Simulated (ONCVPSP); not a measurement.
# Tungsten: generating and testing an ONCV potential

Aim: build the potential from the settings below, then test how well it stands in for the atom: other configurations, scattering, ghost states and the plane-wave cutoff that it needs.

Program: ONCVPSP 4.0.1.1 (patched build). Reference atom: PBE, scalar-relativistic, spherical and spin-unpolarised. All values are calculated.

## (1) The atom and the settings

The settings as typed:

```json
{
  "element": "tungsten (W, Z = 74)",
  "type": "optimised norm-conserving Vanderbilt (ONCV)",
  "frozen core": "[Kr] 4d10",
  "valence charge": "28",
  "reference configuration": "4f14 5s2 5p6 5d4 6s2",
  "partial waves": "5s+6s: rc 1.80 bohr, ncon 4, nbas 7, qcut 5.3 1/bohr, 3 projectors, debl 2.8 Ha; 5p: rc 1.25 bohr, ncon 4, nbas 8, qcut 5.9 1/bohr, 2 projectors, debl 3.2 Ha; 5d: rc 2.70 bohr, ncon 5, nbas 9, qcut 5.6 1/bohr, 2 projectors, debl 0.8 Ha; 4f: rc 1.10 bohr, ncon 4, nbas 9, qcut 18.9 1/bohr, 2 projectors, debl 2.9 Ha",
  "local potential": "polynomial inside 0.75 bohr (lpopt 5, dvloc0 0 Ha)",
  "core correction": "not asked for"
}
```

The outer shells as boxes (Hund's rule for the drawing; the calculation is spin-unpolarised):

```
[Kr] core
4d [↑↓][↑↓][↑↓][↑↓][↑↓]
4f [↑↓][↑↓][↑↓][↑↓][↑↓][↑↓][↑↓]
5s [↑↓]
5p [↑↓][↑↓][↑↓]
5d [↑ ][↑ ][↑ ][↑ ][  ]
6s [↑↓]
```

An earlier all-electron run gives the scale for the radii.

All-electron outer shells of the reference configuration (PBE, scalar-relativistic, ld1.x):

| shell | level (eV) | outermost node (bohr) | outermost maximum (bohr) |
| --- | --- | --- | --- |
| 4d | -238.43 | 0.22 | 0.45 |
| 5s | -79.07 | 0.53 | 0.96 |
| 5p | -43.20 | 0.57 | 1.09 |
| 4f | -33.21 | – | 0.43 |
| 6s | -5.71 | 1.28 | 2.67 |
| 5d | -4.48 | 0.63 | 1.49 |
| 6p | -1.36 | 1.54 | 3.75 |

## (2) The generation run

W.dat

```
# ATOM AND REFERENCE CONFIGURATION
# atsym  z   nc   nv     iexc    psfile
  W 74.00    9    5        4      upf
#
#   n    l    f
    1    0    2.00
    2    0    2.00
    2    1    6.00
    3    0    2.00
    3    1    6.00
    3    2   10.00
    4    0    2.00
    4    1    6.00
    4    2   10.00
    4    3   14.00
    5    0    2.00
    5    1    6.00
    5    2    4.00
    6    0    2.00
#
# PSEUDOPOTENTIAL AND OPTIMIZATION
# lmax
    3
#
#   l,   rc,      ep,       ncon, nbas, qcut
    0    1.80    0.00    4    7    5.30
    1    1.25    0.00    4    8    5.90
    2    2.70    0.00    5    9    5.60
    3    1.10    0.00    4    9   18.90
#
# LOCAL POTENTIAL
# lloc, lpopt,  rc(5),   dvloc0
    4    5    0.75    0.00
#
# VANDERBILT-KLEINMAN-BYLANDER PROJECTORs
# l, nproj, debl
    0    3    2.80
    1    2    3.20
    2    2    0.80
    3    2    2.90
#
# MODEL CORE CHARGE
# icmod, fcfact, rcfact
    0    0.00    0.00
#
# LOG DERIVATIVE ANALYSIS
# epsh1, epsh2, depsh
   -4.00    5.00    0.02
#
# OUTPUT GRID
# rlmax, drl
    6.00    0.01
#
# TEST CONFIGURATIONS
# ncnf
    4
# nvcnf
#   n    l    f
    5
    4    3   14.00
    5    0    2.00
    5    1    6.00
    5    2    4.00
    6    0    1.00
#
    5
    4    3   14.00
    5    0    2.00
    5    1    6.00
    5    2    4.00
    6    0    0.00
#
    5
    4    3   14.00
    5    0    2.00
    5    1    6.00
    5    2    3.00
    6    0    0.00
#
    5
    4    3   13.00
    5    0    2.00
    5    1    6.00
    5    2    4.00
    6    0    2.00
#
```

Started as:

```bash
oncvpsp.x < W.dat > W.out
```

The output, W.out (without the consistency checks and plot data):

```text
ONCVPSP  (Optimized Norm-Conservinng Vanderbilt PSeudopotential)
scalar-relativistic version 4.0.1.1, modified

#   n    l    f        energy (Ha)
    1    0    2.00    -2.5540165E+03
    2    0    2.00    -4.4081250E+02
    2    1    6.00    -3.8546869E+02
    3    0    2.00    -1.0152223E+02
    3    1    6.00    -8.5135760E+01
    3    2   10.00    -6.6302367E+01
    4    0    2.00    -2.0944040E+01
    4    1    6.00    -1.5570103E+01
    4    2   10.00    -8.7621447E+00
    4    3   14.00    -1.2203271E+00
    5    0    2.00    -2.9058909E+00
    5    1    6.00    -1.5876493E+00
    5    2    4.00    -1.6464925E-01
    6    0    2.00    -2.0995059E-01

Reference configufation results
  iterations    36
  all-electron total energy (Ha)   -1.61425134D+04

Begin loop to  construct optimized pseudo wave functions
and semi-local pseudopoentials for all angular momenta

   Wellstate for l =  0  n =  8
     eigenvalue =   2.5900
     asymptotic potential =   3.0900
     half-point radius =  3.8997

Calculating optimized projector #   1

 for l=   0

    Fraction of norm inside rc  0.966160
    Optimizing pswf for qcut=   5.31 a_B^-1,  ecut=  14.09 Ha
    Residual kinetic energy error=  3.43D-04 Ha

    Energy error per electron        Cutoff
         Ha          eV             Ha
         0.01000     0.27211        5.46
         0.00100     0.02721       12.15
         0.00010     0.00272       31.93
         0.00001     0.00027       41.90

Calculating optimized projector #   2

 for l=   0

    Fraction of norm inside rc  0.076973
    Optimizing pswf for qcut=   5.31 a_B^-1,  ecut=  14.09 Ha
    Residual kinetic energy error=  4.55D-04 Ha

    Energy error per electron        Cutoff
         Ha          eV             Ha
         0.01000     0.27211        4.34
         0.00100     0.02721       12.48
         0.00010     0.00272       26.43
         0.00001     0.00027       49.59

Calculating optimized projector #   3

 for l=   0

    Fraction of norm inside rc  0.103282
    Optimizing pswf for qcut=   5.31 a_B^-1,  ecut=  14.09 Ha
    Residual kinetic energy error=  3.18D-03 Ha

    Energy error per electron        Cutoff
         Ha          eV             Ha
         0.01000     0.27211       11.15
         0.00100     0.02721       17.09
         0.00010     0.00272       38.00
         0.00001     0.00027       55.62

   Wellstate for l =  1  n =  7
     eigenvalue =   1.6124
     asymptotic potential =   2.1124
     half-point radius =  3.6614

Calculating optimized projector #   1

 for l=   1

    Fraction of norm inside rc  0.549581
    Optimizing pswf for qcut=   5.91 a_B^-1,  ecut=  17.47 Ha
    Residual kinetic energy error=  1.41D-02 Ha

    Energy error per electron        Cutoff
         Ha          eV             Ha
         0.01000     0.27211       19.82
         0.00100     0.02721      110.92
         0.00010     0.00272      133.51
         0.00001     0.00027      177.30

Calculating optimized projector #   2

 for l=   1

    Fraction of norm inside rc  0.054540
    Optimizing pswf for qcut=   5.91 a_B^-1,  ecut=  17.47 Ha
    Residual kinetic energy error=  5.35D-03 Ha

    Energy error per electron        Cutoff
         Ha          eV             Ha
         0.01000     0.27211       10.11
         0.00100     0.02721       34.17
         0.00010     0.00272      100.64
         0.00001     0.00027      171.04

   Wellstate for l =  2  n =  7
     eigenvalue =   0.6354
     asymptotic potential =   1.1354
     half-point radius =  7.6483

Calculating optimized projector #   1

 for l=   2

    Fraction of norm inside rc  0.792808
    Optimizing pswf for qcut=   5.60 a_B^-1,  ecut=  15.70 Ha
    Residual kinetic energy error=  5.54D-06 Ha

    Energy error per electron        Cutoff
         Ha          eV             Ha
         0.01000     0.27211        9.11
         0.00100     0.02721       11.58
         0.00010     0.00272       13.48
         0.00001     0.00027       15.47

Calculating optimized projector #   2

 for l=   2

    Fraction of norm inside rc  0.102370
    Optimizing pswf for qcut=   5.60 a_B^-1,  ecut=  15.70 Ha
    Residual kinetic energy error=  6.86D-06 Ha

    Energy error per electron        Cutoff
         Ha          eV             Ha
         0.01000     0.27211        8.28
         0.00100     0.02721       11.15
         0.00010     0.00272       13.41
         0.00001     0.00027       15.82

   Wellstate for l =  3  n =  5
     eigenvalue =   1.6797
     asymptotic potential =   2.1797
     half-point radius =  2.3445

Calculating optimized projector #   1

 for l=   3

    Fraction of norm inside rc  0.930233
    Optimizing pswf for qcut=  18.89 a_B^-1,  ecut= 178.47 Ha
    Residual kinetic energy error=  4.03D-08 Ha

    Energy error per electron        Cutoff
         Ha          eV             Ha
         0.01000     0.27211      118.00
         0.00100     0.02721      134.27
         0.00010     0.00272      147.50
         0.00001     0.00027      158.27

Calculating optimized projector #   2

 for l=   3

    Fraction of norm inside rc  0.070537
    Optimizing pswf for qcut=  18.89 a_B^-1,  ecut= 178.47 Ha
    Residual kinetic energy error=  5.94D-08 Ha

    Energy error per electron        Cutoff
         Ha          eV             Ha
         0.01000     0.27211      108.44
         0.00100     0.02721      128.68
         0.00010     0.00272      144.84
         0.00001     0.00027      157.49

Construct Vanderbilt / Kleinmman-Bylander projectors

B matrix Hermiticity error, ll=   0
   1   2    3.5733E-04
   1   3    7.6722E-04
   2   3   -1.4929E-04

  Orthonormal projector coefficients  3.4182E+01  7.0801E+00  1.4176E+00

B matrix Hermiticity error, ll=   1
   1   2   -4.5652E-04

  Orthonormal projector coefficients  2.2477E+01  3.7672E+00

B matrix Hermiticity error, ll=   2
   1   2   -4.9388E-05

  Orthonormal projector coefficients  8.1179E+00 -1.5674E+00

B matrix Hermiticity error, ll=   3
   1   2    8.9370E-04

  Orthonormal projector coefficients -2.0252E+01 -7.4338E+00

Pseudoatom total energy -358.144534

Diagnostic tests using Vanderbilt-Kleinman-Bylander pseudopotentials
  1 or more projectors used as specified by nproj input data

   l    rcore       rmatch      e in        delta e   norm test  slope test

   0   1.8068413   1.8617009  -2.9058909   0.0000038   1.0002166   1.0002024
   0   1.8068413   1.8617009  -0.2099506   0.0000033   1.0000388   1.0000303
   0   1.8068413   1.8617009   2.5900494   0.0000433   1.0003147   1.0003147

   1   1.2544206   1.2925075  -1.5876493  -0.0000276   1.0001366   1.0001719
   1   1.2544206   1.2925075   1.6123507  -0.0000489   1.0009019   1.0009019

   2   2.7138304   2.7962281  -0.1646492  -0.0000012   1.0000615   1.0000628
   2   2.7138304   2.7962281   0.6353508   0.0000016   1.0001332   1.0001332

   3   1.1063323   1.1399229  -1.2203271  -0.0000157   1.0004849   1.0005084
   3   1.1063323   1.1399229   1.6796729   0.0001494   1.0006061   1.0006061

 Testing for bound ghosts
   n   l    E NL Schr. Eq   E Basis Diag.   E Cutoff

       0                       -5.158512     81.16  WARNING - GHOST(-)
   1   0       -2.905887       -2.905874     81.16
   2   0       -0.209947       -0.175637     81.16

   2   1       -1.587677       -1.586588    191.86

   3   2       -0.164650       -0.164381     60.24

   4   3       -1.220343       -1.220149    404.14

 Testing for highly-localized positive-energy ghosts
       l    <radius>/rc     E Basis Diag.   E Cutoff

       1        0.305067        2.838646    191.86  WARNING - GHOST(+)

       2        0.325829        2.705120     60.24  WARNING - GHOST(+)

Test configuration 0

   n   l     f        eae           eps        diff
   1   0  2.0000-2554.01648257
   2   0  2.0000 -440.81249975
   2   1  6.0000 -385.46869021
   3   0  2.0000 -101.52222840
   3   1  6.0000  -85.13576036
   3   2 10.0000  -66.30236720
   4   0  2.0000  -20.94403960
   4   1  6.0000  -15.57010256
   4   2 10.0000   -8.76214472
   4   3 14.0000   -1.22032709   -1.22034275   -1.57D-05
   5   0  2.0000   -2.90589091   -2.90588711    3.81D-06
   5   1  6.0000   -1.58764932   -1.58767690   -2.76D-05
   5   2  4.0000   -0.16464925   -0.16465045   -1.20D-06
   6   0  2.0000   -0.20995059   -0.20994731    3.28D-06

    Total energies and differences
      AE_ref= -1.61425134D+04  AE_tst= -1.61425134D+04  dif=  0.00D+00
      PS_ref= -3.58144534D+02  PS_tst= -3.58144534D+02  dif= -5.51D-11
      PSP excitation error=  5.51D-11

Test configuration 1

   n   l     f        eae           eps        diff
   1   0  2.0000-2554.29339267
   2   0  2.0000 -441.08744223
   2   1  6.0000 -385.74369191
   3   0  2.0000 -101.79738334
   3   1  6.0000  -85.41091876
   3   2 10.0000  -66.57739252
   4   0  2.0000  -21.21929772
   4   1  6.0000  -15.84531711
   4   2 10.0000   -9.03722917
   4   3 14.0000   -1.49534176   -1.49869823   -3.36D-03
   5   0  2.0000   -3.18114191   -3.18271739   -1.58D-03
   5   1  6.0000   -1.86379527   -1.86413258   -3.37D-04
   5   2  4.0000   -0.43098130   -0.43102136   -4.01D-05
   6   0  1.0000   -0.44766545   -0.44778369   -1.18D-04

    Total energies and differences
      AE_ref= -1.61425134D+04  AE_tst= -1.61421869D+04  dif=  3.26D-01
      PS_ref= -3.58144534D+02  PS_tst= -3.57817910D+02  dif=  3.27D-01
      PSP excitation error= -1.62D-04

Test configuration 2

   n   l     f        eae           eps        diff
   1   0  2.0000-2554.61257383
   2   0  2.0000 -441.40399517
   2   1  6.0000 -386.06033646
   3   0  2.0000 -102.11383988
   3   1  6.0000  -85.72738216
   3   2 10.0000  -66.89373317
   4   0  2.0000  -21.53583630
   4   1  6.0000  -16.16181158
   4   2 10.0000   -9.35356450
   4   3 14.0000   -1.81143461   -1.81934382   -7.91D-03
   5   0  2.0000   -3.49679521   -3.50059602   -3.80D-03
   5   1  6.0000   -2.17922323   -2.18010866   -8.85D-04
   5   2  4.0000   -0.73062511   -0.73080035   -1.75D-04

    Total energies and differences
      AE_ref= -1.61425134D+04  AE_tst= -1.61416107D+04  dif=  9.03D-01
      PS_ref= -3.58144534D+02  PS_tst= -3.57241216D+02  dif=  9.03D-01
      PSP excitation error= -6.32D-04

Test configuration 3

   n   l     f        eae           eps        diff
   1   0  2.0000-2555.09139038
   2   0  2.0000 -441.88462466
   2   1  6.0000 -386.54100199
   3   0  2.0000 -102.59157382
   3   1  6.0000  -86.20512918
   3   2 10.0000  -67.37199265
   4   0  2.0000  -22.01305344
   4   1  6.0000  -16.63916079
   4   2 10.0000   -9.83111873
   4   3 14.0000   -2.28795387   -2.29169639   -3.74D-03
   5   0  2.0000   -3.96754052   -3.96909653   -1.56D-03
   5   1  6.0000   -2.63955155   -2.63949935    5.22D-05
   5   2  3.0000   -1.14320517   -1.14241311    7.92D-04

    Total energies and differences
      AE_ref= -1.61425134D+04  AE_tst= -1.61406779D+04  dif=  1.84D+00
      PS_ref= -3.58144534D+02  PS_tst= -3.56308513D+02  dif=  1.84D+00
      PSP excitation error= -5.57D-04

Test configuration 4

   n   l     f        eae           eps        diff
   1   0  2.0000-2554.75796348
   2   0  2.0000 -441.58724243
   2   1  6.0000 -386.23883220
   3   0  2.0000 -102.34710883
   3   1  6.0000  -85.95974475
   3   2 10.0000  -67.12199204
   4   0  2.0000  -21.72723652
   4   1  6.0000  -16.34076007
   4   2 10.0000   -9.51746380
   4   3 13.0000   -1.94266962   -1.93159329    1.11D-02
   5   0  2.0000   -3.44108428   -3.48111741   -4.00D-02
   5   1  6.0000   -2.07784190   -2.08119787   -3.36D-03
   5   2  4.0000   -0.54929313   -0.54377286    5.52D-03
   6   0  2.0000   -0.49592432   -0.49937839   -3.45D-03

    Total energies and differences
      AE_ref= -1.61425134D+04  AE_tst= -1.61409406D+04  dif=  1.57D+00
      PS_ref= -3.58144534D+02  PS_tst= -3.56578584D+02  dif=  1.57D+00
      PSP excitation error=  6.78D-03
```

Wall time 4.9 s (1 thread of Intel Xeon 6975P-C, shared host).

All-electron and pseudo partial waves u(r) = r·R(r), from the program's wave files:

| r (bohr) | 5p AE | 5p PS | 4f AE | 4f PS |
| --- | --- | --- | --- | --- |
| 0.135 | 0.3523 | 0.0340 | 0.3446 | 0.0398 |
| 0.270 | -0.2443 | 0.1203 | 1.0375 | 0.4321 |
| 0.405 | -0.5227 | 0.2541 | 1.2995 | 1.1488 |
| 0.540 | -0.1245 | 0.4337 | 1.2318 | 1.4999 |
| 0.675 | 0.3948 | 0.6189 | 1.0479 | 1.2753 |
| 0.810 | 0.7759 | 0.7932 | 0.8508 | 0.9146 |
| 0.945 | 0.9796 | 0.9525 | 0.6760 | 0.6806 |
| 1.080 | 1.0415 | 1.0346 | 0.5312 | 0.5310 |
| 1.215 | 1.0103 | 1.0101 | 0.4151 | 0.4149 |
| 1.350 | 0.9265 | 0.9263 | 0.3235 | 0.3233 |
| 1.485 | 0.8188 | 0.8186 | 0.2519 | 0.2518 |
| 1.620 | 0.7053 | 0.7052 | 0.1963 | 0.1962 |
| 1.755 | 0.5965 | 0.5964 | 0.1531 | 0.1530 |
| 1.890 | 0.4978 | 0.4977 | 0.1196 | 0.1195 |
| 2.025 | 0.4113 | 0.4112 | 0.0936 | 0.0936 |
| 2.160 | 0.3372 | 0.3372 | 0.0735 | 0.0734 |
| 2.295 | 0.2748 | 0.2748 | 0.0578 | 0.0577 |
| 2.430 | 0.2230 | 0.2229 | 0.0455 | 0.0455 |
| 2.565 | 0.1802 | 0.1802 | 0.0359 | 0.0359 |
| 2.700 | 0.1452 | 0.1451 | 0.0284 | 0.0284 |
| 2.835 | 0.1166 | 0.1166 | 0.0225 | 0.0225 |
| 2.970 | 0.0935 | 0.0935 | 0.0178 | 0.0178 |
| 3.105 | 0.0748 | 0.0748 | 0.0142 | 0.0142 |
| 3.240 | 0.0597 | 0.0597 | 0.0113 | 0.0113 |
| 3.375 | 0.0476 | 0.0476 | 0.0090 | 0.0090 |
| 3.510 | 0.0379 | 0.0379 | 0.0071 | 0.0071 |

## (3) Transferability, from the output's test configurations

Energies count from the reference configuration 4f14 5s2 5p6 5d4 6s2; the error is all-electron less pseudo.

| valence configuration | charge | ΔE all-electron (eV) | error AE − PS (meV) |
| --- | --- | --- | --- |
| 4f14 5s2 5p6 5d4 6s1 | +1 | 8.883 | -4.4 |
| 4f14 5s2 5p6 5d4 6s0 | +2 | 24.563 | -17 |
| 4f14 5s2 5p6 5d3 6s0 | +3 | 49.946 | -15 |
| 4f13 5s2 5p6 5d4 6s2 | +1 | 42.796 | +184 |

## (4) Scattering by logarithmic derivatives

Taken from the files of the generation run. The phase is arctan(r·R′/R) of the radial function R, unwrapped, with energies in Ha. A pole is an energy at which the radial function vanishes at the test radius. The pseudo phase is shifted by a multiple of π to meet the all-electron one at the reference energy. Levels narrower than the energy grid can be missing from the poles. The last column is the largest difference on the grid between −0.5 and +0.5 Ha.

```tsv
channel	radius (bohr)	reference (Ha)	poles AE	poles PS	window around the reference with phases within 0.05 rad (Ha)	largest difference near zero (rad)
s	1.83	-0.21	-2.63	-2.63	the whole range	0.000
p	1.27	-1.59	2.43	2.42, 2.86	below 2.8	0.000
d	2.75	-0.16	0.09, 2.97	0.09, 2.70, 3.02	below 2.7	0.000
f	1.12	-1.22	-0.62	-0.62	the whole range	0.000
```

Phases (rad) along the scan:

| E (Ha) | d AE | d PS | s AE | s PS |
| --- | --- | --- | --- | --- |
| -3.98 | 1.421 | 1.421 | 1.133 | 1.133 |
| -3.50 | 1.409 | 1.409 | 0.768 | 0.768 |
| -3.02 | 1.395 | 1.395 | -1.162 | -1.162 |
| -2.54 | 1.375 | 1.375 | -1.609 | -1.609 |
| -2.06 | 1.346 | 1.346 | -1.737 | -1.737 |
| -1.58 | 1.302 | 1.302 | -1.825 | -1.825 |
| -1.10 | 1.215 | 1.215 | -1.916 | -1.916 |
| -0.62 | 0.916 | 0.916 | -2.043 | -2.043 |
| -0.14 | -1.243 | -1.243 | -2.260 | -2.260 |
| 0.34 | -1.750 | -1.750 | -2.708 | -2.708 |
| 0.82 | -2.214 | -2.214 | -3.467 | -3.467 |
| 1.30 | -3.912 | -3.910 | -4.031 | -4.031 |
| 1.78 | -4.459 | -4.458 | -4.299 | -4.299 |
| 2.26 | -4.606 | -4.605 | -4.439 | -4.439 |
| 2.74 | -4.683 | -7.800 | -4.523 | -4.523 |
| 3.22 | -4.742 | -7.878 | -4.581 | -4.581 |
| 3.70 | -4.806 | -7.936 | -4.623 | -4.623 |
| 4.18 | -4.911 | -8.019 | -4.657 | -4.657 |
| 4.66 | -5.264 | -8.218 | -4.685 | -4.685 |

## (5) Plane-wave cutoff and ghosts

Read off the output, the cutoffs (Ha) at which the residual kinetic energy of the hardest occupied pseudo-wave falls to 1 and 0.1 mHa per electron: 134 Ha and 148 Ha.

The program's own ghost test: GHOST(-) flagged for s at -140.4 eV; GHOST(+) flagged for p at 77.2 eV, d at 73.6 eV.

Cutoff (Ha) at which the first wave of each channel reaches a given error (Ha per electron):

| error | s | p | d | f |
| --- | --- | --- | --- | --- |
| 1.0e-02 | 5.5 | 19.8 | 9.1 | 118.0 |
| 3.2e-03 | 10.2 | 61.9 | 10.4 | 126.7 |
| 1.0e-03 | 12.1 | 110.9 | 11.6 | 134.3 |
| 3.2e-04 | 14.6 | 124.2 | 12.7 | 141.2 |
| 1.0e-04 | 31.9 | 133.5 | 13.5 | 147.5 |
| 3.2e-05 | 37.2 | 143.4 | 14.3 | 153.3 |
| 1.0e-05 | 41.9 | 177.3 | 15.5 | 158.3 |

## (6) Summary of results

```
                                                quantity                               value
  cutoffs for 1 and 0.1 mHa per electron, occupied waves                   134 Ha and 148 Ha
                                            bound ghosts                     s at -140.37 eV
                                          GHOST(+) flags              p at 77 eV, d at 74 eV
                            largest test error (AE − PS)  +184 meV, for 4f13 5s2 5p6 5d4 6s2
largest phase difference near zero energy, channels read                           0.000 rad
```

**Reading.** It has a bound ghost (s), a state that the atom doesn't have, and that rules the file out. The worst unpolarised test, 4f13 5s2 5p6 5d4 6s2, is off by 184 meV on 42.8 eV; by total energies transferability rates as poor. By its cutoff, 134 Ha for the looser tolerance, it is very hard. At the looser tolerance the 4f wave is the slowest; 5p needs 111 Ha. Near zero energy the phases of the channels with partial waves agree within 0.001 rad. The program also flags highly localised states, GHOST(+) (p, d). All of this concerns the isolated atom, not yet a solid.
